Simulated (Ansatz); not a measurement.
# Si2Mo: how the settings move a single-point run

How sensitive is a single-point run of Si2Mo to its settings? A reference run comes first, then one run with altered input.

Computed with Ansatz 0.2.0 (reference: DFT, PBE, PAW with Ansatz's default frozen-core files, scalar-relativistic, unless a step's input says otherwise).

### Step 1. The system as given

The structure is tetragonal, space group I4/mmm (No. 139). Conventional cell: a = 3.200 Å, b = 3.200 Å, c = 7.839 Å, α = 90.00°, β = 90.00°, γ = 90.00°. Around Si (site symmetry 4mm) lie 5 Si at 2.59 to 2.62 Å and 5 Mo at 2.61 to 2.63 Å. Around Mo (site symmetry 4/mmm) lie 10 Si at 2.61 to 2.63 Å.

As a file:

```
CELL_PARAMETERS angstrom
-1.59981 1.59981 3.91947
1.59981 -1.59981 3.91947
1.59981 1.59981 -3.91947
ATOMIC_POSITIONS crystal
Si 0.66511 0.66511 0.00000
Si 0.33489 0.33489 0.00000
Mo 0.00000 0.00000 0.00000
```

### Step 2. The reference run

File input.yaml:

```yaml
crystal:
  lattice:
    - [-1.5998054742, 1.5998054742, 3.9194723555]
    - [1.5998054742, -1.5998054742, 3.9194723555]
    - [1.5998054742, 1.5998054742, -3.9194723555]
  atoms:
    - { symbol: Si, position: [0.6651147117, 0.6651147117, 0.0] }
    - { symbol: Si, position: [0.3348852883, 0.3348852883, 0.0] }
    - { symbol: Mo, position: [0.0, 0.0, 0.0] }
kpoints:
  mp_grid: { grid: [16, 16, 16] }
  band_path:
    path:
      - [0.0, 0.0, 0.0]
      - [0.0, 0.0, 0.5]
      - [0.25, 0.25, 0.25]
      - [0.0, 0.5, 0.0]
      - [0.0, 0.0, 0.0]
      - [0.5, 0.5, -0.5]
      - [0.2916503979, 0.7083496021, -0.2916503979]
      - [-0.2916503979, 0.2916503979, 0.2916503979]
      - [0.0, 0.0, 0.0]
    npoints: 6
scf:
  occupations: { method: fermi_dirac, width: 0.05 }
hamiltonian:
  xc: pbe
  pseudopotentials: { kind: paw }
output:
  forces: true
  stress: true
  eigenvalues: true
  populations: true
```

Command:

```sh
$ ansatz run input.yaml --threads 1 --pin off --max-ram 3072MiB --backend cpu --events-out ev --progress --plain --runs-dir out
```

### Step 3. Variant: occupations.method tetrahedron, eigensolver.kind davidson, width left out

Edit input.yaml of step 2 so:

```diff
@@ -24,3 +24,4 @@
 scf:
-  occupations: { method: fermi_dirac, width: 0.05 }
+  occupations: { method: tetrahedron }
+  eigensolver: { kind: davidson }
 hamiltonian:
```

Q: Predict the outcome of this session. Wanted: for each run, ending; energy change; pressure; gap; force.

As calculated:

```tsv
run	ending	energy change	pressure (GPa)	gap (eV)	force (eV/Å)	cycles	time
reference	converged	0	3.2	0.00	0.00	6	22 s
1: occupations.method tetrahedron, eigensolver.kind davidson, width left out	converged	0.0 meV/atom (σ→0)	3.2	0.00	0.01	6	21 s
```

Residual by cycle in the longest SCF loop of each run; runs are numbered as in the table. The quantity is the density residual dr2, in eV.

```tsv
cycle	reference	run 1
1	0.00768	0.00729
2	0.00217	0.00198
3	1.7e-4	2.2e-4
4	6.4e-6	7.5e-6
5	2.5e-7	1.0e-7
6	5.9e-9	5.4e-9
```

**Reading.** Changing the smearing and solver leaves the energy as it was (0.0 meV/atom). The reference leaves spin out although Mo can carry a moment, so its state need not be the lowest.
